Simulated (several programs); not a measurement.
# Many methods on one cell: Sr2TeS (ordering on rocksalt)

Sr2TeS as one 4-atom ordering (P4/mmm) on the rocksalt lattice, relaxed with r2SCAN in Ansatz, was computed with several methods. It is tetragonal, P4/mmm (No. 123); conventional cell a = 4.533 Å, c = 6.414 Å, 32.95 Å³ an atom. S is surrounded by 6 Sr at 3.21 Å; Sr is surrounded by 4 Te at 3.21 Å and 2 S at 3.21 Å; Te is surrounded by 6 Sr at 3.21 Å; Sr is surrounded by 4 S at 3.21 Å and 2 Te at 3.21 Å. No spin polarisation and no zero-point or thermal motion; the cell was built from a prototype and may be hypothetical.

```yaml
crystal:
  lattice:
    - [4.53336, 0.00000, 0.00000]
    - [0.00000, 4.53336, 0.00000]
    - [0.00000, 0.00000, 6.41372]
  atoms:
    - { symbol: S, position: [0.00000, 0.00000, 0.00000] }
    - { symbol: Sr, position: [0.00000, 0.00000, 0.50000] }
    - { symbol: Te, position: [0.50000, 0.50000, 0.50000] }
    - { symbol: Sr, position: [0.50000, 0.50000, 0.00000] }
```

Gaps and times are for a single point on this cell; volume and bulk modulus come from each method's own relaxation or energy curve at fixed shape, which is too stiff where a cell has free coordinates or axes. Times are rough, from shared hosts (Arm Neoverse N1; Arm Neoverse V1; Arm Neoverse V2), and each method has its own mesh and cell size. A dagger marks a closed or tiny gap in a crystal that DFT finds insulating: a failure of the method or a wrong SCF state. A double dagger marks a value from a curve with shape and coordinates held. PM6 (MOPAC), PM7 (MOPAC), GFN1-xTB (tblite), GFN2-xTB (tblite) treat a cluster of cells at its zone centre, which samples few k points: where these miss a band edge, the gap comes out too large for that reason alone. Gaps from k meshes are read at a limited set of points (mesh, symmetry points, PBE's band edges), so each method's own least gap may be somewhat smaller. xTB and the PM methods were fitted mostly to molecules, and can miss a solid's gap by electronvolts. Minimal bases can be far off for gaps. Times of the plane-wave ladder aren't listed, since it ran on unlike processors and cards. GLLB-SC's gap includes the derivative discontinuity. G0W0 is at finite bands, cutoff and mesh. d marks a direct gap, i an indirect one (no mark: not told apart), a dash a value that wasn't computed or didn't pass its checks.

```json
{"method": "PM6 (MOPAC)", "kind": "semi-empirical", "gap (eV)": "4.01", "own volume (Å³/atom)": "–", "bulk modulus (GPa)": "–", "atoms computed": "cluster", "processor time": "1.4 s"}
{"method": "PM7 (MOPAC)", "kind": "semi-empirical", "gap (eV)": "7.55", "own volume (Å³/atom)": "–", "bulk modulus (GPa)": "–", "atoms computed": "cluster", "processor time": "1.5 s"}
{"method": "light PBE (260 eV and a coarse mesh)", "kind": "light plane-wave", "gap (eV)": "1.92 d", "own volume (Å³/atom)": "–", "bulk modulus (GPa)": "–", "atoms computed": "4", "processor time": "1.5 s"}
{"method": "GFN1-xTB (tblite)", "kind": "tight binding", "gap (eV)": "2.62", "own volume (Å³/atom)": "–", "bulk modulus (GPa)": "–", "atoms computed": "cluster", "processor time": "2.7 s"}
{"method": "GFN2-xTB (tblite)", "kind": "tight binding", "gap (eV)": "0.00†", "own volume (Å³/atom)": "–", "bulk modulus (GPa)": "–", "atoms computed": "cluster", "processor time": "4 s"}
{"method": "PBE/SZV (CP2K)", "kind": "small basis", "gap (eV)": "0.11 d", "own volume (Å³/atom)": "–", "bulk modulus (GPa)": "–", "atoms computed": "4", "processor time": "7.8 s"}
{"method": "PBE", "kind": "semilocal", "gap (eV)": "1.97 d", "own volume (Å³/atom)": "33.18", "bulk modulus (GPa)": "38‡", "atoms computed": "4", "processor time": "–"}
{"method": "PBE/DZVP (CP2K)", "kind": "small basis", "gap (eV)": "2.29 d", "own volume (Å³/atom)": "33.32‡", "bulk modulus (GPa)": "39‡", "atoms computed": "4", "processor time": "13 s"}
{"method": "r2SCAN", "kind": "semilocal", "gap (eV)": "2.38 d", "own volume (Å³/atom)": "32.95", "bulk modulus (GPa)": "41‡", "atoms computed": "4", "processor time": "–"}
{"method": "GLLB-SC (GPAW)", "kind": "model potential", "gap (eV)": "3.89", "own volume (Å³/atom)": "–", "bulk modulus (GPa)": "–", "atoms computed": "4", "processor time": "40 s"}
{"method": "PBE/single zeta (GPAW)", "kind": "small basis", "gap (eV)": "2.12 d", "own volume (Å³/atom)": "–", "bulk modulus (GPa)": "–", "atoms computed": "4", "processor time": "74 s"}
{"method": "PBE+SOC", "kind": "semilocal", "gap (eV)": "1.75 d", "own volume (Å³/atom)": "–", "bulk modulus (GPa)": "–", "atoms computed": "4", "processor time": "–"}
{"method": "HSE06", "kind": "hybrid", "gap (eV)": "2.77 d", "own volume (Å³/atom)": "–", "bulk modulus (GPa)": "–", "atoms computed": "4", "processor time": "–"}
{"method": "PBE0", "kind": "hybrid", "gap (eV)": "3.44 d", "own volume (Å³/atom)": "–", "bulk modulus (GPa)": "–", "atoms computed": "4", "processor time": "–"}
{"method": "G0W0@HSE06 (140 eV screening cutoff)", "kind": "many-body", "gap (eV)": "3.58", "own volume (Å³/atom)": "–", "bulk modulus (GPa)": "–", "atoms computed": "4", "processor time": "–"}
{"method": "G0W0@PBE (210 eV screening cutoff)", "kind": "many-body", "gap (eV)": "3.24", "own volume (Å³/atom)": "–", "bulk modulus (GPa)": "–", "atoms computed": "4", "processor time": "–"}
```

Against HSE06 (2.77 eV) and with closed or daggered gaps left aside, the nearest gap at the points sampled is that of GFN1-xTB (tblite) (-0.15 eV) and the farthest that of PM7 (MOPAC) (+4.78 eV). HSE06 is only a yardstick of convenience, and nearness to it can be luck.

Volumes against r2SCAN's: PBE +0.7 %.

Only the rows marked +SOC include spin-orbit coupling.
